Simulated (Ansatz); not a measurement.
The system is AgRh.

```
Ag Rh
1.0
     2.77759    0.00000    0.00000
    -1.38879    2.40546    0.00000
     0.00000    0.00000    4.80860
Ag Rh
1 1
Direct
  0.00000 0.00000 0.50000
  0.66667 0.33333 0.00000
```

The cell comes from a database or a generator and needn't be the stable form of this composition.

```yaml
Program: Ansatz 0.2.0
Task: relaxation of cell and atoms
Functional: PBEsol
Potentials_or_basis: Ansatz PAW
Cutoff: "420 eV (not typed: the program's choice for these potentials)"
k_mesh: 11 × 11 × 6
Occupations: fermi-dirac, width 0.05 eV
Spin: no spin polarisation
```

At the start: volume 16.06 Å³/atom.

Task: Where does the relaxation end?

Result: It ends after 6 steps and the volume is 15.01 Å³/atom (-6.5 %); space group P-6m2 (No. 187, to 0.05 Å).

Step by step:
```
step  energy change (eV)  largest force (eV/Å)  volume (Å³)
   1              0.0000                0.0000        32.13
   2             -0.0221                0.0000        28.46
   3             -0.0743                0.0000        30.28
   4             -0.0756                0.0000        30.06
   5             -0.0756                0.0000        30.03
   6             -0.0748                0.0000        30.03
```

Final structure:
```
Ag Rh
1.0
     2.72481    0.00000    0.00000
    -1.36240    2.35975    0.00000
     0.00000    0.00000    4.67026
Ag Rh
1 1
Direct
  0.00000 0.00000 0.50000
  0.66667 0.33333 0.00000
```

Caveat: the plane-wave basis is chosen anew once the cell has moved, so the energies of steps on either side of that aren't comparable; the PAW data sets come from PBE, with cores solved anew for the run's functional, which leaves a small shift of forces and pressure.
